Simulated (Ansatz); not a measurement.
**AlGe+ (singlet): wave-function methods side by side at distance Ge1–Al2 = 10.574 Å, cc-pVDZ**

The task here is to estimate one member of a computed series from the others.

The runs use Ansatz 0.2.0, Gaussian basis; cc-pVDZ, core rule «outside noble gas», up to 19 orbitals frozen.

To be run: UHF; CCSD(T) on RHF; CCSD(T) on UHF; BCCD(T) on RHF; CISD; CCSDT(Q) on RHF; CCSDT(Q) on UHF; CCSDTQ on RHF; CASSCF and MRCISD+Q, 2 electrons in 2 orbitals; CASSCF and NEVPT2, 2 electrons in 2 orbitals; CASSCF and MRCISD+Q, 6 electrons in 8 orbitals; CASSCF and NEVPT2, 6 electrons in 8 orbitals; Full CI.

17 further runs of the same task are left out: 15 that didn't finish, 2 set aside as unsound or not needed.

### What is computed

The geometry derives from a PBE0/def2-TZVP stationary point (not a proven minimum). One bond is set to the value named and the two fragments are kept rigid. No spin-orbit coupling is included. The filled d shell of Ge may be among the frozen orbitals whatever the setting's name suggests; the logs give the count.

2 atoms, charge 1, spin multiplicity 1.

Atoms are counted from 1 here; the program's logs count them from 0.

No contacts short enough for the rule that draws bonds.

Set-up of the first run:

File in.yaml:

```yaml
crystal:
  periodic: [false, false, false]
  atoms:
    - {symbol: Ge, position_ang: [0.000000, 0.000000, 0.000000]}
    - {symbol: Al, position_ang: [0.000000, 0.000000, 10.574000]}
basis:
  gaussian: {orbitals: cc-pVDZ}
total_charge: 1
magnetization: {spin_polarized: true, initial_magnetization: 0}
hamiltonian: {xc: hf}
output: {orbitals: {seedname: orbitals}}
```

Run with:

```
> ansatz run in.yaml --threads 1 --pin off --events-out ev --progress --plain --max-ram 2393MiB
```

Steps of the session up to this table: UHF; CCSD(T) on RHF; CCSD(T) on UHF; BCCD(T) on RHF; CISD; CCSDT(Q) on RHF; CCSDT(Q) on UHF; CCSDTQ on RHF; CASSCF and MRCISD+Q, 2 electrons in 2 orbitals; CASSCF and NEVPT2, 2 electrons in 2 orbitals; CASSCF and MRCISD+Q, 6 electrons in 8 orbitals; CASSCF and NEVPT2, 6 electrons in 8 orbitals; Full CI.

One table of the session follows, with a row left open; its other results are not shown here.

```
   method  from FCI (meV)
      RHF         +3275.9
     RMP2         +1247.1
     CISD          +473.6
    RCCSD          +132.6
 RCCSD(T)           +66.5
  BCCD(T)           +67.8
   RCCSDT           +55.7
RCCSDT(Q)               ?
  RCCSDTQ             0.0
      FCI               0
```

Estimate the missing values for RCCSDT(Q).

The run gave: from FCI (meV): +23.3. In the column «from FCI (meV)» it lies between FCI (0) and RCCSDT (+55.7).

Left out of the table: CASSCF pair, NEVPT2 pair, MRCISD pair, MRCISD+Q pair, CASSCF valence, NEVPT2 valence, MRCISD valence, MRCISD+Q valence (the active space lost an orbital or holds another state than full CI finds).

Caveats from the session: Left out of the table: UHF, UMP2, UCCSD, UCCSD(T), UCCSDT, UCCSDT(Q) (another determinant or state than the rows shown).
